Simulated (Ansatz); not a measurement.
# ClFGe2H4: the cost of one run

Program: Ansatz 0.2.0. Level of theory: RKS PBE-D4/def2-SVP. These are calculated values, not measurements.

## (1) The system as given

Bond lengths: Ge1–Ge2 2.400 Å, Ge2–H3 1.550 Å, Ge2–H4 1.550 Å, Ge2–H5 1.550 Å, Ge1–H6 1.550 Å, Ge1–F7 1.679 Å, Ge1–Cl8 2.218 Å. Angles: Ge1–Ge2–H3 109.5°, Ge1–Ge2–H4 109.5°, Ge1–Ge2–H5 109.5°, H3–Ge2–H4 109.4°, H3–Ge2–H5 109.4°, H4–Ge2–H5 109.4°, Ge2–Ge1–H6 109.5°, Ge2–Ge1–F7 109.5°, Ge2–Ge1–Cl8 109.5°, H6–Ge1–F7 109.5°, H6–Ge1–Cl8 109.5°, F7–Ge1–Cl8 109.5°.

Coordinates:

```xyz
8

Ge    0.0000    0.0000    0.0000
Ge    0.0000    0.0000    2.4000
H    -1.3958   -0.4318    2.9174
H     1.0719   -0.9929    2.9174
H     0.3240    1.4247    2.9174
H     1.4616    0.0000   -0.5162
F    -0.7913    1.3709   -0.5594
Cl   -1.0456   -1.8115   -0.7393
```

## (2) Relaxing the start

input.yaml reads:

```yaml
crystal:
  periodic: [false, false, false]
  atoms:
    - { symbol: Ge, position_ang: [0.0, 0.0, 0.0] }
    - { symbol: Ge, position_ang: [0.0, 0.0, 2.4] }
    - { symbol: H, position_ang: [-1.3958, -0.4318, 2.9174] }
    - { symbol: H, position_ang: [1.0719, -0.9929, 2.9174] }
    - { symbol: H, position_ang: [0.324, 1.4247, 2.9174] }
    - { symbol: H, position_ang: [1.4616, 0.0, -0.5162] }
    - { symbol: F, position_ang: [-0.7913, 1.3709, -0.5594] }
    - { symbol: Cl, position_ang: [-1.0456, -1.8115, -0.7393] }
basis:
  gaussian: { orbitals: def2-SVP }
hamiltonian:
  xc: pbe
  dispersion: d4
relax:
  f_tol: 0.02
  max_steps: 40
output:
  orbitals: {}
```

On the command line:

```bash
$ ansatz run input.yaml --threads 2 --pin off --max-ram 3072MiB --backend cpu --events-out ev --progress --plain --runs-dir out
```

What time and memory should one allow on 2 threads of Arm Neoverse V2, shared host?

About 17 s, with a peak of 0.17 GiB.
